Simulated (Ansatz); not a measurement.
A run of Ansatz 0.2.0 is set up as follows.

The input input.yaml:

```yaml
crystal:
  lattice:
    - [2.5358173008, 0.0, 0.0]
    - [-1.2679086504, 2.1960822018, 0.0]
    - [0.0, 0.0, 8.522268]
  atoms:
    - { symbol: C, position: [0.6666666667, 0.3333333333, 0.239094] }
    - { symbol: C, position: [0.6666666667, 0.3333333333, 0.063545] }
    - { symbol: C, position: [0.6666666667, 0.3333333333, 0.573526] }
    - { symbol: C, position: [0.6666666667, 0.3333333333, 0.754955] }
    - { symbol: C, position: [0.3333333333, 0.6666666667, 0.816284] }
    - { symbol: C, position: [0.3333333333, 0.6666666667, 1.9e-05] }
    - { symbol: C, position: [0.0, 0.0, 0.512178] }
    - { symbol: B, position: [0.0, 0.0, 0.322868] }
hamiltonian:
  xc: pbe
  pseudopotentials: { kind: paw }
kpoints:
  mp_grid: { grid: [12, 12, 3] }
scf:
  occupations: { method: fermi_dirac, width: 0.05 }
output:
  forces: true
  stress: true
  eigenvalues: true
```

Potentials or basis: Ansatz PAW.

Command:

```bash
$ ansatz run input.yaml --threads 4 --pin off --max-ram 10240MiB --backend cpu --events-out ev --progress --plain --runs-dir out
```

Estimate the largest force.

0.078 eV/Å.

What does it give for the band gap on the k mesh?

None (metal or under the smearing width).

Stress tensor (GPa, compression positive):
```
-0.44  0.00  0.00
 0.00 -0.44  0.00
 0.00  0.00 -0.63
```

Caveat: the pressure holds a Pulay correction of +0.9 GPa for the finite cutoff.
